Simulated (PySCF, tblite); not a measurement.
# C4H15AsOSi2: geometry, infrared bands and NMR shifts

Aim: predict the infrared bands and NMR shifts of C4H15AsOSi2 (`C[AsH][SiH2]O[SiH2]C(C)C`).

Computed with tblite 0.8.0 and PySCF 2.14.0, with density-fitted response routines of our own, on a single molecule in the gas phase. Atoms count from 0, in the outputs and in this text.

## (1) Starting geometry

23 atoms, charge 0, multiplicity 1; geometry from: force field or distance geometry start.

Bonds of the start (Å): C0–As1 1.99, As1–Si2 2.30, Si2–O3 1.70, O3–Si4 1.70, Si4–C5 1.86, C5–C6 1.51, C5–C7 1.51, C0–H8 1.11, C0–H9 1.11, C0–H10 1.10, As1–H11 1.59, Si2–H12 1.46, Si2–H13 1.48, Si4–H14 1.47, Si4–H15 1.45, C5–H16 1.12, C6–H17 1.10, C6–H18 1.11, C6–H19 1.12, C7–H20 1.09, C7–H21 1.11, C7–H22 1.11.

## (2) Optimising the geometry with GFN2-xTB

The job: settings as JSON, then the geometry in Å.

```
{"job": {"kind": "relax", "xc": "GFN2-xTB", "basis": "xTB"}, "charge": 0, "multiplicity": 1}
C      4.593600    -0.410900    -0.784000
As     2.720600    -0.917300    -0.355000
Si     1.673300     0.989400     0.395500
O      0.200800     0.716800     1.191400
Si    -0.756100    -0.535900     0.563000
C     -2.516500    -0.005300     0.250600
C     -2.632500     1.423200    -0.230600
C     -3.127400    -0.956200    -0.752700
H      4.639100     0.171800    -1.732700
H      5.013900     0.254100    -0.007000
H      5.244500    -1.292000    -0.877600
H      2.809500    -1.955300     0.842600
H      1.554700     1.966700    -0.688200
H      2.567700     1.603300     1.396700
H     -0.800000    -1.585700     1.590900
H     -0.217500    -1.158100    -0.636800
H     -3.122000    -0.118800     1.181700
H     -1.696300     1.803000    -0.676400
H     -3.432500     1.420800    -1.005400
H     -2.960600     2.036300     0.651800
H     -2.363500    -1.690000    -1.020800
H     -4.021700    -1.426700    -0.304800
H     -3.375900    -0.306200    -1.623200
```

Launch:

```sh
$ OMP_NUM_THREADS=1 python probes_run.py task.json out
```

One launch serves the whole session: the jobs run in the order shown.

**Question.** This job is followed by: GFN2-xTB harmonic vibrations, gas phase; GIAO PBE0/pcSseg-1 NMR shielding, non-relativistic, gas phase. What will the session give for the following? strongest single infrared mode (GFN2-xTB); zero-point energy (GFN2-xTB); ¹³C shifts against TMS (PBE0/pcSseg-1, means over atoms taken as alike); ¹H shifts against TMS (PBE0/pcSseg-1, means over atoms taken as alike); ⁷⁵As shifts against AsH3 (PBE0/pcSseg-1); ²⁹Si shifts against TMS (PBE0/pcSseg-1); ¹⁷O shifts against H2O (PBE0/pcSseg-1).

As calculated:

| quantity | value |
| --- | --- |
| strongest single infrared mode (GFN2-xTB) | 735 cm⁻¹, 692 km/mol |
| zero-point energy (GFN2-xTB) | 109.0 kcal/mol |
| ¹³C shifts against TMS (PBE0/pcSseg-1, means over atoms taken as alike) | 18.9, 18.1, -5.1 ppm |
| ¹H shifts against TMS (PBE0/pcSseg-1, means over atoms taken as alike) | 5.79, 4.83, 2.81, 1.16, 1.06, 0.92 ppm |
| ⁷⁵As shifts against AsH3 (PBE0/pcSseg-1) | 174 ppm |
| ²⁹Si shifts against TMS (PBE0/pcSseg-1) | -9.2, -18.5 ppm |
| ¹⁷O shifts against H2O (PBE0/pcSseg-1) | 23.7 ppm |

What this shows: Relaxing lowered the energy by 1.460 eV in 217 steps; the close pair that moved most is O3–Si4, from 1.697 to 1.616 Å. No mode is imaginary among the 63: a minimum at this level. The strongest single mode, at 735 cm⁻¹, is carried by H12, H13, Si2, H15. Unscaled tight-binding wavenumbers are off by several per cent, some by more. Its intensities can rank the bands wrongly. At PBE0/pcSseg-1: Shielding is most anisotropic at As1 (span 340 ppm, paramagnetic term -1068 ppm). Spin-orbit coupling is left out, which matters for shieldings and couplings at and beside the heavy atoms.
